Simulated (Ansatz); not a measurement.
**FGaH3OSi radical: small, medium and large basis sets**

One table from this session's results is given with a row withheld; the runs are named, their logs left out.

Computed with Ansatz 0.2.0, Gaussian basis. Level: one geometry, several basis sets.

Levels to be run: PBE0-D4/def2-SVP; ωB97M-V/def2-SVP; PBE0-D4/def2-QZVPP; ωB97M-V/def2-QZVPP; the functionals' def2-TZVPP values are taken from earlier runs.

### The geometry

All runs share one geometry, relaxed beforehand with PBE0-D4 in a triple-zeta def2 set.

SMILES `[F][Ga][O][SiH3]`, 7 atoms, charge 0, spin multiplicity 2.

Atoms are counted from 1 here; the program's logs count them from 0.

Bond lengths: F1–Ga2 1.759 Å, Ga2–O3 1.782 Å, O3–Si4 1.639 Å, Si4–H5 1.486 Å, Si4–H6 1.486 Å, Si4–H7 1.490 Å. Angles: F1–Ga2–O3 115.4°, Ga2–O3–Si4 140.0°, O3–Si4–H5 109.4°, O3–Si4–H6 109.5°, O3–Si4–H7 111.1°, H5–Si4–H6 109.4°, H5–Si4–H7 108.7°, H6–Si4–H7 108.7°.

The first run:

File in.yaml:

```yaml
crystal:
  periodic: [false, false, false]
  atoms:
    - {symbol: F, position_ang: [-2.575045, 2.179839, 0.952517]}
    - {symbol: Ga, position_ang: [-1.132817, 1.232228, 1.292017]}
    - {symbol: O, position_ang: [-0.476285, 0.318879, -0.090225]}
    - {symbol: Si, position_ang: [0.759363, -0.696242, -0.451268]}
    - {symbol: H, position_ang: [1.591262, -0.099069, -1.527454]}
    - {symbol: H, position_ang: [0.212079, -1.997068, -0.915326]}
    - {symbol: H, position_ang: [1.621443, -0.938567, 0.739739]}
basis:
  gaussian: {orbitals: def2-SVP}
magnetization: {spin_polarized: true, initial_magnetization: 1}
hamiltonian: {xc: pbe0, dispersion: d4}
output: {orbitals: {seedname: orbitals}}
```

Started as:

```bash
$ ansatz run in.yaml --threads 4 --pin off --events-out ev --progress --plain --max-ram 10444MiB
```

Among the steps run: PBE0-D4 in def2-SVP; ωB97M-V in def2-SVP; PBE0-D4 in def2-QZVPP; ωB97M-V in def2-QZVPP.

One table of the session follows, with a row left open; its other results are not shown here.

It belongs to the step «Functionals by basis». 

| functional | basis | HOMO (eV) | LUMO (eV) |
| --- | --- | --- | --- |
| PBE0-D4 | def2-SVP | -7.18 | -3.88 |
| PBE0-D4 | def2-TZVPP | -7.25 | -3.92 |
| PBE0-D4 | def2-QZVPP | ? | ? |
| ωB97M-V | def2-SVP | -9.29 | -2.18 |
| ωB97M-V | def2-TZVPP | -9.37 | -2.20 |
| ωB97M-V | def2-QZVPP | -9.42 | -2.30 |

**Question.** Estimate the row for PBE0-D4, def2-QZVPP.

**Answer.** HOMO (eV): -7.28; LUMO (eV): -3.96. In the column «HOMO (eV)» it lies between ωB97M-V, def2-SVP (-9.29) and PBE0-D4, def2-TZVPP (-7.25).
